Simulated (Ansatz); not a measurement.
# BP (zincblende type): the cost of one run

Method: DFT LDA, with the methods named in each step, in Ansatz 0.2.0.

**1. Starting point**

It takes space group F-43m (No. 216, cubic). The conventional cell has a = 4.490 Å, b = 4.490 Å, c = 4.490 Å, α = 90.00°, β = 90.00°, γ = 90.00°. B (site symmetry -43m) is surrounded by 4 P at 1.94 Å. P (site symmetry -43m) has 4 B at 1.94 Å in its first shell of neighbours.

Structure file:

```
B P
1.0
     0.00000    2.24504    2.24504
     2.24504    0.00000    2.24504
     2.24504    2.24504    0.00000
B P
1 1
Direct
  0.00000 0.00000 0.00000
  0.25000 0.25000 0.25000
```

Whether this phase is the stable one at these pressures isn't tested.

Atoms are numbered in the order of the input: B1, P2.

**2. The reference volume, LAPW**

The input, input.yaml:

```yaml
crystal:
  lattice:
    - [0.0, 2.2450412894, 2.2450412894]
    - [2.2450412894, 0.0, 2.2450412894]
    - [2.2450412894, 2.2450412894, 0.0]
  atoms:
    - { symbol: B, position: [0.0, 0.0, 0.0] }
    - { symbol: P, position: [0.25, 0.25, 0.25] }
kpoints:
  mp_grid: { grid: [15, 15, 15] }
  band_path:
    path:
      - [0.0, 0.0, 0.0]
      - [-0.5, -0.5, 0.0]
      - [-0.375, -0.375, 0.25]
      - [-0.375, 0.0, 0.375]
      - [0.0, 0.0, 0.0]
      - [0.0, 0.0, 0.5]
      - [-0.5, -0.25, 0.25]
      - [-0.5, -0.5, 0.0]
    npoints: 14
scf:
  occupations: { method: fermi_dirac, width: 0.08 }
hamiltonian:
  xc: lda
  pseudopotentials: { kind: all_electron, lapw: { basis_error: 0.001 } }
output:
  forces: true
  stress: true
  eigenvalues: true
  populations: true
  dos: { projected: true, de: 0.2, e_range: [-14, 8] }
```

Run with:

```
ansatz run input.yaml --threads 1 --pin off --max-ram 2048MiB --backend cpu --events-out ev --progress --plain --runs-dir out
```

What time and memory should one allow on 1 thread of AMD EPYC 9R45 (Zen 5), shared host?

About 5.4 s, with a peak of 0.34 GiB.
